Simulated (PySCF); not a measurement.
# A diatomic session: TaH

One table from this session's results is given with a row withheld; the runs are named, their logs left out.

Method: Ta def2-TZVPPD with ECP60, H def2-TZVPPD, scalar-relativistic core potentials; program: PySCF 2.14.0.

Set-up of the first run:

Settings of the job:

```json
{
 "atoms": "Ta, H",
 "charge": "0",
 "basis": "Ta def2-TZVPPD with ECP60, H def2-TZVPPD",
 "Hamiltonian": "scalar-relativistic core potentials",
 "basis functions": "76",
 "electrons treated": "14",
 "masses in u": "180.9480, 1.0078",
 "levels": "PBE0, PBE, r²SCAN, MN15, revPBE, B3LYP, r²SCANh, BP86, LC-ωPBE, HF, MP2, SCS-MP2, CCSD, CCSD(T)",
 "grid": "80 radial by 434 angular points",
 "occupations": "held fixed by the projection of orbital angular momentum",
 "dissociation limit": "Ta + H, each in its ground configuration",
 "starting distance in angstrom": "1.680",
 "values of 2S to try": "0, 2, 4, 6"
}
```

The run is started by

```bash
OMP_NUM_THREADS=1 python dia.py task.json out
```

Among the steps run: The job; The PBE0 curve of the state that the search chose; Higher solutions at PBE0; PBE (GGA); r²SCAN (meta-GGA); MN15; revPBE (GGA); B3LYP; r²SCANh (hybrid meta-GGA); BP86; LC-ωPBE; UHF (mean field); Adding correlation.

One of the session's tables, all rows but one given; the rest of the session is left out.

Energy (eV) from each level's lowest point:

```
R (Å)    UHF  UHF-MP2  UHF-SCS-MP2  UHF-CCSD  UHF-CCSD(T)
1.526  0.735    0.460        0.514       n/a          n/a
1.597  0.396    0.203        0.241     0.256        0.249
1.669  0.177    0.059        0.081     0.090        0.086
1.722      ?        ?            ?         ?            ?
1.775  0.020    0.000        0.000     0.000        0.000
1.828  0.000    0.024        0.013     0.009        0.011
1.899  0.019    0.097        0.073     0.064        0.066
1.988  0.100    0.238        0.198     0.182        0.186
2.095  0.256    0.458        0.400     0.375        0.377
2.236  0.527    0.798        0.718       n/a          n/a
```

Estimate the missing values for R (Å) = 1.722.

Worked estimate for «UHF». A straight line through the neighbours (1.669, 0.177) and (1.775, 0.020) gives 0.177 + (0.020 − 0.177) × (1.722 − 1.669) / (1.775 − 1.669) = 0.098; a parabola fitted to 4 rows on both sides gives 0.076.

The run gave: UHF: 0.077; UHF-MP2: 0.009; UHF-SCS-MP2: 0.020; UHF-CCSD: 0.024; UHF-CCSD(T): 0.023. In «UHF» the line misses by +0.021 and the parabola by -0.001.

Caveats from the session: Lowest PBE0 solution found, without spin–orbit coupling: ⁵Δ (quintet), unpaired electrons σ ↑, π ↑↑, δ ↑. With spin–orbit coupling the term label itself may not hold.
